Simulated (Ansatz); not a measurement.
# Cl2F2H2SSi2: one species, many methods

An exercise on one series of results from a longer session: the logs are not shown, and one member is left open.

Program: Ansatz 0.2.0, Gaussian basis. Level of theory: functionals in def2-TZVPP, the program's frozen cores in correlated methods. These are calculated values, not measurements.

Levels to be run: PBE-D4, r2SCAN-D4, PBE0-D4, B3LYP-D4, ωB97X-V, ωB97M-V, B2PLYP; CCSD(T)/def2-TZVPP; MP2/def2-QZVPP; extrapolation to the limit.

### The geometry

The geometry comes from an earlier relaxation with PBE0-D4 in a triple-zeta def2 set; it is a stationary point, not always the lowest conformer.

SMILES `F[Si](F)(Cl)S[SiH2]Cl`, 9 atoms, charge 0, spin multiplicity 1.

Atoms are counted from 1 here; the program's logs count them from 0.

Bond lengths: F1–Si2 1.579 Å, Si2–F3 1.575 Å, Si2–Cl4 2.015 Å, Si2–S5 2.097 Å, S5–Si6 2.143 Å, Si6–Cl7 2.043 Å, Si6–H8 1.475 Å, Si6–H9 1.477 Å. Angles: F1–Si2–F3 106.4°, F1–Si2–Cl4 109.5°, F1–Si2–S5 111.1°, F3–Si2–Cl4 108.1°, F3–Si2–S5 112.0°, Cl4–Si2–S5 109.7°, Si2–S5–Si6 99.8°, S5–Si6–Cl7 111.9°, S5–Si6–H8 110.9°, S5–Si6–H9 104.0°, Cl7–Si6–H8 108.0°, Cl7–Si6–H9 109.5°, H8–Si6–H9 112.5°.

As a file:

```
F    -1.2557    0.0545   -1.4399
Si   -1.5359    0.2891    0.0961
F    -1.5347    1.8487    0.3150
Cl   -3.3694   -0.4076    0.5581
S    -0.0969   -0.6703    1.2821
Si    1.6212   -0.4502    0.0206
Cl    2.0194    1.5112   -0.3897
H     1.4270   -1.1541   -1.2611
H     2.7250   -1.0213    0.8189
```

Set-up of the first run:

in.yaml

```yaml
crystal:
  periodic: [false, false, false]
  atoms:
    - {symbol: F, position_ang: [-1.255710, 0.054503, -1.439942]}
    - {symbol: Si, position_ang: [-1.535875, 0.289123, 0.096074]}
    - {symbol: F, position_ang: [-1.534729, 1.848654, 0.314950]}
    - {symbol: Cl, position_ang: [-3.369391, -0.407642, 0.558110]}
    - {symbol: S, position_ang: [-0.096899, -0.670300, 1.282094]}
    - {symbol: Si, position_ang: [1.621183, -0.450174, 0.020646]}
    - {symbol: Cl, position_ang: [2.019400, 1.511228, -0.389705]}
    - {symbol: H, position_ang: [1.427015, -1.154065, -1.261102]}
    - {symbol: H, position_ang: [2.725006, -1.021326, 0.818885]}
basis:
  gaussian: {orbitals: def2-TZVPP}
hamiltonian: {xc: pbe, dispersion: d4}
output: {forces: true, orbitals: {seedname: orbitals}}
```

Started as:

```
> ansatz run in.yaml --threads 2 --pin off --events-out ev --progress --plain --max-ram 32768MiB --backend cuda --devices 0, --max-vram 18GiB
```

Steps of the session up to this table: PBE-D4 (GGA); r2SCAN-D4 (meta-GGA); PBE0-D4 (hybrid); B3LYP-D4 (hybrid); ωB97X-V (range-separated); ωB97M-V (range-separated); B2PLYP (double hybrid); CCSD(T) in def2-TZVPP; MP2 in def2-QZVPP.

One table of the session follows, with a row left open; its other results are not shown here.

| method | atomisation energy (eV) |
| --- | --- |
| PBE-D4 | 34.365 |
| r2SCAN-D4 | 34.313 |
| PBE0-D4 | 33.802 |
| B3LYP-D4 | 33.530 |
| ωB97X-V | 34.306 |
| ωB97M-V | 34.270 |
| B2PLYP | 33.315 |
| HF/def2-TZVPP | 25.189 |
| MP2/def2-TZVPP | ? |
| CCSD/def2-TZVPP | 32.292 |
| CCSD(T)/def2-TZVPP | 32.937 |
| MP2/CBS | 35.583 |
| CCSD(T)/CBS | 34.216 |

Estimate the missing values for MP2/def2-TZVPP.

The run gave: atomisation energy (eV): 34.303. In the column «atomisation energy (eV)» it lies between ωB97M-V (34.270) and ωB97X-V (34.306).
